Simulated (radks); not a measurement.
**Ionising mercury step by step, Hg to Hg¹⁹⁺**

The task here is to estimate one member of a computed series from the others.

The numbers are computed with radks (a radial shooting solver on a logarithmic mesh, Libxc functionals) version 1 (Dirac Kohn-Sham, exchange-only PBE, spin-unpolarised, spherical densities, finite nucleus; open shells fill j = l - 1/2 first), except any that are marked as measured or tabulated.

### The atom as given

| Item | Value |
| --- | --- |
| element | mercury (Z = 80) |
| charges | 0 to 19 |
| first configuration | [Hg] |
| last configuration | [Kr] 4d10 4f13 5s2 |

The first run:

Settings of this run:

```text
Z 80
configuration [Hg]
relativity Dirac
functional pbe,
spin unpolarised
j_filling energy
nucleus finite rms 5.4648 fm
c 137.035999084
```

Steps of the session up to this table: Hg, [Hg].

One of the session's tables, all rows but one given; the rest of the session is left out.

It belongs to the step «Hg, [Hg]». Sizes of the orbitals, from the radial functions (bohr):

```
level     <r>  outermost maximum (interpolated)  90 % within  nodes
5s1/2       ?                                 ?            ?      ?
4f5/2  0.4794                             0.364        0.767      0
4f7/2  0.4861                             0.369        0.778      0
5p1/2  0.9720                             0.873         1.41      3
5p3/2   1.069                             0.952         1.55      3
5d3/2   1.466                              1.14         2.29      2
5d5/2   1.539                              1.18         2.42      2
6s1/2   2.761                              2.22         4.20      5
```

Estimate the missing values for 5s1/2.

The run gave: <r>: 0.9024; outermost maximum (interpolated): 0.829; 90 % within: 1.29; nodes: 4. In the column «<r>» it lies between 4f7/2 (0.4861) and 5p1/2 (0.9720).

To keep in mind: Spin polarisation and multiplet splitting are left out, so open shells lie too high by an amount that depends on their filling.
